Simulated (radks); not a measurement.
# Taking charge from the 3p level of Ar³⁺ in fractions

Aim: follow energy and eigenvalue as charge leaves the 3p level of Ar³⁺ bit by bit, and test Janak's theorem, Slater's transition state and the straight-line condition.

Program: radks (a radial shooting solver on a logarithmic mesh, Libxc functionals) version 1. Level of theory: non-relativistic Kohn-Sham, TPSS, spin-unpolarised, spherical densities, point nucleus. These are calculated values, not measurements, unless marked.

## 1. What is computed

* element: argon (Z = 18)
* charge: +3
* electrons: 15
* configuration: [Ne] 3s2 3p3

Outer shells as boxes (Hund's rule):

Ar³⁺
```
[Ne] core
3s [↑↓]
3p [↑ ][↑ ][↑ ]
```

## 2. Start: [Ne] 3s2 3p3

Settings of this run:

```text
Z 18
configuration [Ne] 3s2 3p3
relativity non-relativistic
functional tpss,tpss
spin unpolarised
nucleus point
```

## 3. 0.25 electron removed from 3p

Settings of this run:

```text
Z 18
configuration [Ne] 3s2 3p2.75
relativity non-relativistic
functional tpss,tpss
spin unpolarised
nucleus point
```

## 4. 0.5 electron removed from 3p

Settings of this run:

```text
Z 18
configuration [Ne] 3s2 3p2.5
relativity non-relativistic
functional tpss,tpss
spin unpolarised
nucleus point
```

## 5. 0.75 electron removed from 3p

Settings of this run:

```text
Z 18
configuration [Ne] 3s2 3p2.25
relativity non-relativistic
functional tpss,tpss
spin unpolarised
nucleus point
```

## 6. 1 electron removed from 3p

Settings of this run:

```text
Z 18
configuration [Ne] 3s2 3p2
relativity non-relativistic
functional tpss,tpss
spin unpolarised
nucleus point
```

Before running it: what results should come out? Wanted: for each run, removed; E − E(0); eigenvalue; E minus straight line.

As calculated:

```csv
removed (e),E − E(0) (eV),eigenvalue (eV),E minus straight line (eV)
0,0.000,-50.033,0.000
0.25,12.980,-53.818,-1.446
0.5,26.914,-57.664,-1.938
0.75,41.817,-61.569,-1.461
1,57.703,-65.531,0.000
```

Removing the whole electron costs 57.703 eV, against 50.033 eV from minus the starting eigenvalue. Slater's transition state, half an electron removed, gives 57.664 eV. The trapezoid integral of minus the eigenvalue gives 57.708 eV over the range, against 57.703 eV from the energies (Janak's theorem). The eigenvalue moves by 15.5 eV per electron. E bends below the straight line by 1.94 eV at 0.5 electron removed: the delocalisation error of the functional. NIST lists 59.6 eV (semi-empirical) for the ionisation energy of Ar³⁺.
